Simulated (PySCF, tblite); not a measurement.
# C₁₃H₉NSi: excited states

What do calculations give for the excited states of C₁₃H₉NSi (`N#Cc1ccc2c(c1)[SiH2]c1ccccc1-2`)?

Computed with tblite 0.8.0 and PySCF 2.14.0 and routines of our own; the level stands in each step. Atoms count from 0.

## 1. The starting structure

24 atoms, charge 0, multiplicity 1; geometry from: force field or distance geometry start.

## 2. Geometry optimisation with GFN2-xTB

What the job is given:

```
{"job": {"kind": "relax", "xc": "GFN2-xTB", "basis": "xTB"}, "charge": 0, "multiplicity": 1}
N     -5.798000    -0.462800     0.579100
C     -4.666300    -0.308400     0.498700
C     -3.236700    -0.111700     0.414300
C     -2.657200     1.032200     0.915200
C     -1.306000     1.262600     0.861300
C     -0.441900     0.338600     0.236300
C     -1.061700    -0.771200    -0.262100
C     -2.401500    -1.016200    -0.188800
Si     0.241900    -1.874100    -1.025400
C      1.564400    -0.644700    -0.567300
C      2.904800    -0.760700    -0.829100
C      3.767700     0.234700    -0.424700
C      3.199400     1.315200     0.234500
C      1.872200     1.421900     0.473500
C      0.968500     0.418200     0.073400
H     -3.283700     1.765800     1.417700
H     -0.944900     2.186100     1.290200
H     -2.816900    -1.935800    -0.614200
H      0.076500    -2.019500    -2.445400
H      0.496700    -3.069200    -0.256800
H      3.286100    -1.621100    -1.337500
H      4.836500     0.218300    -0.591700
H      3.868000     2.123600     0.565200
H      1.520100     2.298000     0.991200
```

Run with:

```console
$ OMP_NUM_THREADS=1 python excited_run.py task.json out
```

The driver reads the jobs from task.json and runs them one after another.

Output:

```text
step      E/eV     max force
  0   -1006.97517    2.730
  1   -1007.16041    1.907
  2   -1007.19334    3.452
  3   -1007.24411    0.909
  4   -1007.27594    0.498
  5   -1007.29848    0.302
  6   -1007.31149    0.236
  7   -1007.31836    0.230
  8   -1007.32862    0.247
  9   -1007.34034    0.253
 10   -1007.35140    0.228
 11   -1007.35816    0.169
 12   -1007.36218    0.147
 13   -1007.36638    0.142
 14   -1007.37139    0.157
 15   -1007.37516    0.108
 16   -1007.37724    0.080
 17   -1007.37864    0.086
 18   -1007.37998    0.080
 19   -1007.38133    0.079
 20   -1007.38251    0.068
 21   -1007.38346    0.057
 22   -1007.38423    0.061
 23   -1007.38487    0.055
 24   -1007.38537    0.042
 25   -1007.38582    0.042
 26   -1007.38627    0.044
 27   -1007.38661    0.036
 28   -1007.38679    0.034
 29   -1007.38689    0.027
 30   -1007.38697    0.026
 31   -1007.38708    0.029
 32   -1007.38719    0.031
 33   -1007.38731    0.032
 34   -1007.38744    0.033
 35   -1007.38759    0.028
 36   -1007.38771    0.022
 37   -1007.38781    0.016
 38   -1007.38787    0.017
 39   -1007.38793    0.015
 40   -1007.38799    0.016
 41   -1007.38803    0.014
 42   -1007.38806    0.012
 43   -1007.38809    0.012
 44   -1007.38812    0.010
 45   -1007.38813    0.006
```

Run time: 0.65 s. Hardware: 1 thread of Arm Neoverse V1, shared host; peak memory 0.18 GiB.

Relaxation path: (not every step is listed)

| step | energy from step 0 (eV) | largest force (eV/Å) |
| --- | --- | --- |
| 0 | 0.0000 | 2.7298 |
| 1 | -0.1852 | 1.9072 |
| 2 | -0.2182 | 3.4521 |
| 3 | -0.2689 | 0.9085 |
| 4 | -0.3008 | 0.4985 |
| 5 | -0.3233 | 0.3023 |
| 6 | -0.3363 | 0.2363 |
| 7 | -0.3432 | 0.2296 |
| 8 | -0.3534 | 0.2466 |
| 11 | -0.3830 | 0.1688 |
| 14 | -0.3962 | 0.1569 |
| 17 | -0.4035 | 0.0857 |
| 20 | -0.4073 | 0.0679 |
| 23 | -0.4097 | 0.0554 |
| 26 | -0.4111 | 0.0443 |
| 29 | -0.4117 | 0.0270 |
| 32 | -0.4120 | 0.0306 |
| 35 | -0.4124 | 0.0279 |
| 38 | -0.4127 | 0.0175 |
| 40 | -0.4128 | 0.0161 |
| 41 | -0.4129 | 0.0139 |
| 42 | -0.4129 | 0.0124 |
| 43 | -0.4129 | 0.0120 |
| 44 | -0.4129 | 0.0103 |
| 45 | -0.4130 | 0.0061 |

Close pairs (by a distance rule), those that changed most:

| bond | before (Å) | after (Å) | change (Å) |
| --- | --- | --- | --- |
| C5–C6 | 1.365 | 1.408 | +0.043 |
| C5–C14 | 1.422 | 1.463 | +0.041 |
| C1–C2 | 1.446 | 1.412 | -0.034 |
| C12–C13 | 1.353 | 1.385 | +0.032 |
| C9–C14 | 1.377 | 1.407 | +0.031 |
| C2–C7 | 1.371 | 1.398 | +0.028 |
| Si8–H18 | 1.437 | 1.463 | +0.026 |
| Si8–C9 | 1.863 | 1.884 | +0.021 |

The end geometry stands in the next job.

## 3. Vibrational analysis with GFN2-xTB

What the job is given:

```
{"job": {"kind": "ir", "xc": "GFN2-xTB", "basis": "xTB"}, "charge": 0, "multiplicity": 1}
N     -5.734980    -0.402537     0.608656
C     -4.601002    -0.248338     0.528852
C     -3.205240    -0.062565     0.428218
C     -2.614699     1.090099     0.948298
C     -1.249309     1.272515     0.849535
C     -0.459261     0.309409     0.231881
C     -1.052843    -0.855214    -0.292472
C     -2.414640    -1.035028    -0.192274
Si     0.252493    -1.978330    -1.065275
C      1.568659    -0.712225    -0.601264
C      2.933340    -0.738589    -0.818513
C      3.731908     0.309417    -0.386298
C      3.162595     1.388959     0.268447
C      1.797109     1.432492     0.493980
C      0.992201     0.387061     0.061789
H     -3.233880     1.835092     1.426676
H     -0.807222     2.169624     1.256283
H     -2.881183    -1.924331    -0.591657
H      0.078845    -2.150627    -2.508050
H      0.392222    -3.255204    -0.363686
H      3.377812    -1.581812    -1.328137
H      4.797773     0.284640    -0.559417
H      3.787223     2.203517     0.605203
H      1.370345     2.281742     1.006781
```

Output:

```text
mode    cm-1     km/mol
  1      49.1      2.03
  2      93.8      0.06
  3     106.6      5.39
  4     125.5      1.28
  5     165.1      4.41
  6     215.3      0.68
  7     249.9      2.13
  8     317.0      3.35
  9     362.2      1.87
 10     372.7      0.38
 11     373.9      0.95
 12     387.1      1.58
 13     434.4     18.61
 14     462.3      3.80
 15     483.3     65.73
 16     513.6      1.10
 17     517.8      0.17
 18     520.9     43.67
 19     551.2      2.78
 20     583.2      3.87
 21     635.2    131.23
 22     656.9     48.58
 23     672.2     16.36
 24     691.3      4.41
 25     701.4      1.64
 26     727.5     35.73
 27     769.9    252.16
 28     771.9     11.53
 29     827.0      5.59
 30     878.0      0.25
 31     880.8     25.18
 32     883.4      0.03
 33     911.3      0.03
 34     915.2      0.06
 35     929.1      0.01
 36     985.5      1.77
 37    1060.1     14.67
 38    1090.8      0.53
 39    1113.7      6.82
 40    1159.9      1.15
 41    1171.2     10.09
 42    1185.4      0.08
 43    1211.9     15.11
 44    1250.1      3.08
 45    1261.8      3.55
 46    1284.9      9.75
 47    1312.1      0.17
 48    1336.1      6.15
 49    1405.0      0.74
 50    1423.3      0.48
 51    1437.4      6.44
 52    1453.9      2.07
 53    1548.2      1.04
 54    1571.5      0.39
 55    1575.4     59.51
 56    1591.5     33.28
 57    2261.1    441.18
 58    2266.8    194.08
 59    2370.4    384.42
 60    3067.6     19.95
 61    3073.5      7.12
 62    3077.1     28.00
 63    3079.6     34.72
 64    3083.0     28.36
 65    3090.2     61.89
 66    3092.4     69.98
```

Wall time 1.8 s (1 thread of Arm Neoverse V1, shared host); peak memory 0.18 GiB.

Which atoms move in the most intense modes:

| cm⁻¹ | km/mol | atoms |
| --- | --- | --- |
| 483 | 65.7 | C1 24 %, H18 13 %, H19 13 % |
| 635 | 131.2 | H19 31 %, H18 31 % |
| 770 | 252.2 | H19 43 %, H18 43 % |
| 2261 | 441.2 | H19 66 %, H18 30 % |
| 2267 | 194.1 | H18 67 %, H19 31 % |
| 2370 | 384.4 | C1 60 %, N0 39 % |
| 3090 | 61.9 | H22 29 %, H21 28 %, H15 14 %, H16 11 % |
| 3092 | 70.0 | H16 38 %, H15 26 %, H23 11 % |

## 4. Excited states: TDA CAM-B3LYP/def2-SVP

Settings changed since step 3:

```diff
@@ -1,2 +1,2 @@
-{"job": {"kind": "ir", "xc": "GFN2-xTB", "basis": "xTB"}, "charge": 0, "multiplicity": 1}
+{"job": {"kind": "states", "xc": "CAM-B3LYP", "basis": "def2-SVP", "tda": true, "soc": true, "nstates": 8, "ntriplets": 5, "nquad": 4}, "charge": 0, "multiplicity": 1}
 N     -5.734980    -0.402537     0.608656
```

Level: TDA CAM-B3LYP/def2-SVP excited states, vertical, gas phase, spin-orbit mean-field couplings.

Output:

```text
coarse grid: 22384 points
cycle   1  E = -843.9990924734  dE =  3.405e+00  |g| = 5.554e-01  |ddm| = 6.926e+00
cycle   2  E = -843.9266339431  dE =  7.246e-02  |g| = 8.582e-01  |ddm| = 1.649e+00
cycle   3  E = -844.0864175236  dE = -1.598e-01  |g| = 1.037e-01  |ddm| = 7.375e-01
cycle   4  E = -844.0886641507  dE = -2.247e-03  |g| = 5.236e-02  |ddm| = 1.729e-01
cycle   5  E = -844.0893323639  dE = -6.682e-04  |g| = 1.091e-02  |ddm| = 8.517e-02
cycle   6  E = -844.0893621582  dE = -2.979e-05  |g| = 3.340e-03  |ddm| = 1.889e-02
cycle   7  E = -844.0893654077  dE = -3.249e-06  |g| = 1.045e-03  |ddm| = 6.027e-03
final grid: 216976 points
cycle   8  E = -844.2407442293  dE = -4.622e-05  |g| = 3.689e-03  |ddm| = 4.660e-02
cycle   9  E = -844.2407448790  dE = -6.498e-07  |g| = 3.505e-03  |ddm| = 1.177e-02
cycle  10  E = -844.2407482192  dE = -3.340e-06  |g| = 7.698e-04  |ddm| = 5.531e-03
cycle  11  E = -844.2407483593  dE = -1.401e-07  |g| = 2.465e-04  |ddm| = 1.066e-03
cycle  12  E = -844.2407483732  dE = -1.389e-08  |g| = 7.828e-05  |ddm| = 3.404e-04
cycle  13  E = -844.2407483745  dE = -1.284e-09  |g| = 3.682e-05  |ddm| = 1.106e-04
cycle  14  E = -844.2407483748  dE = -3.263e-10  |g| = 6.592e-06  |ddm| = 4.303e-05
converged SCF energy = -844.2407483748

Singlet excitations
state   eV       nm        f     d(h-e)  d(exc)  Lambda  PR(NTO)  |dmu|/D   mu/D   main configurations
  1   4.6075   269.1   0.35919   0.525   3.803   0.775   1.196    1.572    6.501   H->L 0.72, H->L+1 0.18
  2   4.8389   256.2   0.21518   0.319   3.638   0.661   1.744    0.917    6.078   H->L+1 0.45, H->L 0.18, H-2->L 0.16
  3   5.1880   239.0   0.01317   0.383   3.379   0.603   2.282    1.157    6.351   H-1->L 0.30, H->L+2 0.28, H-2->L 0.26
  4   5.9528   208.3   0.40442   0.734   3.987   0.585   2.030    2.195    7.386   H-1->L 0.34, H->L+1 0.29, H-2->L 0.21
  5   5.9764   207.5   0.00910   0.793   3.538   0.477   1.121                     H-4->L 0.89
  6   6.3150   196.3   0.05001   0.455   3.471   0.705   2.638                     H-1->L+1 0.33, H-3->L 0.31, H-2->L+1 0.13
  7   6.5767   188.5   0.00243   0.475   3.373   0.485   2.178                     H-4->L+1 0.48, H-5->L 0.34
  8   6.5831   188.3   0.06396   0.706   4.788   0.744   2.508                     H-3->L 0.43, H->L+3 0.19, H->L+2 0.13

Triplet excitations (Tamm-Dancoff)
state   eV     d(h-e)  d(exc)  Lambda  PR(NTO)   main configurations
  1   3.1316   0.130   3.432   0.808   1.322   H->L 0.85
  2   4.1523   0.107   2.801   0.711   2.401   H-3->L 0.20, H-1->L+2 0.14, H->L+1 0.14
  3   4.2226   0.092   3.275   0.666   1.790   H->L+1 0.59, H-2->L 0.13
  4   4.5092   0.239   2.968   0.648   1.614   H-2->L 0.30, H-2->L+1 0.17, H-1->L+1 0.15
  5   4.5532   0.273   3.129   0.610   2.008   H-2->L 0.31, H-1->L 0.21, H-2->L+1 0.13
S1 - T1 = 1.4759 eV

Spin-orbit couplings |<S|Hso|T>| (cm-1)
             T1       T2       T3       T4       T5
S0        0.089    0.127    0.131    0.157    0.124
S1        0.009    0.032    0.007    0.004    0.030
S2        0.008    0.015    0.009    0.006    0.007
S3        0.035    0.014    0.011    0.019    0.004
S4        0.124    0.282    0.103    0.187    0.218
S5        0.855    1.939    0.682    1.261    1.392
S6        0.006    0.006    0.010    0.016    0.018
S7        3.053    2.275    0.789    0.647    2.307
S8        0.464    0.348    0.200    0.085    0.342
T1 sublevels (cm-1): 0.000 0.000 0.000   radiative rates (1/s): 0.00162 4.43e-05 7.24e-06
```

It took 2.8 min on 1 thread of Arm Neoverse V1, shared host; peak memory 1.4 GiB.

Key values:

| quantity | value |
| --- | --- |
| S1 less T1 | 1.48 eV |

The fields below are evaluated on a grid from the run's orbitals.

Frontier orbitals at CAM-B3LYP/def2-SVP, with the share of their density that lies nearest to each atom:

| orbital | energy (eV) | lies on |
| --- | --- | --- |
| HOMO | -7.86 | 4 C atoms about 12 % each; C6, C9 about 8 % each; N0 7 % |
| LUMO | -0.88 | C5 16 %; C2 13 %; 5 C atoms about 7 % each |

ELF in a plane through or near 22 of the atoms.

Values, 10 rows by 14 columns:
```
0.00 0.00 0.00 0.00 0.00 0.00 0.00 0.00 0.00 0.00 0.00 0.00 0.00 0.00
0.00 0.00 0.00 0.00 0.00 0.00 0.00 0.00 0.00 0.00 0.00 0.00 0.00 0.00
0.00 0.00 0.00 0.46 0.55 0.28 0.77 0.75 0.29 0.33 0.56 0.00 0.00 0.00
0.00 0.00 0.00 0.85 0.98 0.58 0.80 0.75 0.56 0.88 0.69 0.03 0.00 0.00
0.00 0.00 0.22 0.38 0.84 0.51 0.47 0.51 0.47 0.77 0.39 0.68 0.74 0.00
0.00 0.00 0.93 0.98 0.73 0.45 0.73 0.70 0.48 0.90 0.85 0.78 0.96 0.03
0.00 0.00 0.00 0.02 0.90 0.73 0.94 0.87 0.70 0.88 0.02 0.35 0.40 0.00
0.00 0.00 0.00 0.39 1.00 0.02 0.05 0.09 0.02 0.99 0.33 0.00 0.00 0.00
0.00 0.00 0.00 0.00 0.00 0.00 0.12 0.13 0.00 0.00 0.00 0.00 0.00 0.00
0.00 0.00 0.00 0.00 0.00 0.00 0.00 0.00 0.00 0.00 0.00 0.00 0.00 0.00
```
The map spans 16.8 Å across and 11.3 Å up, centred on the molecule. Atoms in the plane (x, y in Å): N0 (5.8, -0.1), C1 (4.6, 0.0), C2 (3.2, 0.1), C3 (2.6, 1.4), C4 (1.3, 1.5), C5 (0.5, 0.4), C6 (1.1, -0.9), C7 (2.4, -1.0), Si8 (-0.3, -2.2), C9 (-1.6, -0.9), C10 (-3.0, -1.0), C11 (-3.8, 0.1), C12 (-3.2, 1.4), C13 (-1.8, 1.5), C14 (-1.0, 0.4), H15 (3.3, 2.3), H16 (0.8, 2.5), H17 (2.9, -2.0), H20 (-3.4, -2.0), H21 (-4.8, 0.0), H22 (-3.8, 2.2), H23 (-1.4, 2.5).

On the surface of density 0.002 e/bohr³ the electrostatic potential runs, from the 1st to the 99th percentile, from -1.83 V near N0 to 1.45 V near H19.

## 5. What came out

```
                                                                  quantity                  value
                                 strongest single infrared mode (GFN2-xTB)  2261 cm⁻¹, 441 km/mol
                                              zero-point energy (GFN2-xTB)         106.7 kcal/mol
                               S1 less T1 (step 4, TDA CAM-B3LYP/def2-SVP)                1.48 eV
potential on the surface of density 0.002 e/bohr³, 1st and 99th percentile     -1.83 V and 1.45 V
```

No mode is imaginary among the 66: a minimum at this level. The strongest single mode, at 2261 cm⁻¹, moves mainly H19. GFN2-xTB is a fitted tight-binding method: band positions and strengths are rough. Its intensities can rank the bands wrongly. In step 4, the number of triplets below S1 is at least 5, and the largest singlet-triplet spin-orbit coupling is S7–T1, 3.05 cm⁻¹. By nearest atom (CAM-B3LYP/def2-SVP), the HOMO sits on 4 C atoms about 12 % each; C6, C9 about 8 % each and the LUMO on C5 16 %; C2 13 %.
